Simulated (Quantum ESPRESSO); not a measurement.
TaAs:

```xyz
4
Lattice="-1.7218 1.7218 5.8679 1.7218 -1.7218 5.8679 1.7218 1.7218 -5.8679" Properties=species:S:1:pos:R:3 pbc="T T T"
Ta    0.0000    0.0000    5.8676
Ta    1.7218    0.0000    2.9336
As    0.0000    0.0000    0.9698
As    0.0000    1.7218    3.9037
```

The cell is a database's computed one.

Base run:

```yaml
Program: Quantum ESPRESSO 7.5
Functional: PBEsol
Potentials_or_basis: GBRV 1.5 PBEsol
Cutoff: 762 eV
Density_cutoff: 6095 eV
k_mesh: 11 × 11 × 11
Occupations: fermi-dirac, width 0.05 eV
Spin: no spin polarisation
```

Its results: band gap on the k mesh none (metal or under the smearing width); pressure -3.2 GPa; largest force 0.021 eV/Å.

Problem. The run is repeated on the same cell with these changes: hubbard terms from none to Ta d U = 8 eV. What comes out?

Solution. Band gap on the k mesh none (metal or under the smearing width); pressure 2.6 GPa; largest force 0.126 eV/Å.

Caveats: U without spin polarisation on a metal has little footing (some runs); the U is typed as a test and isn't derived for this compound (some runs).
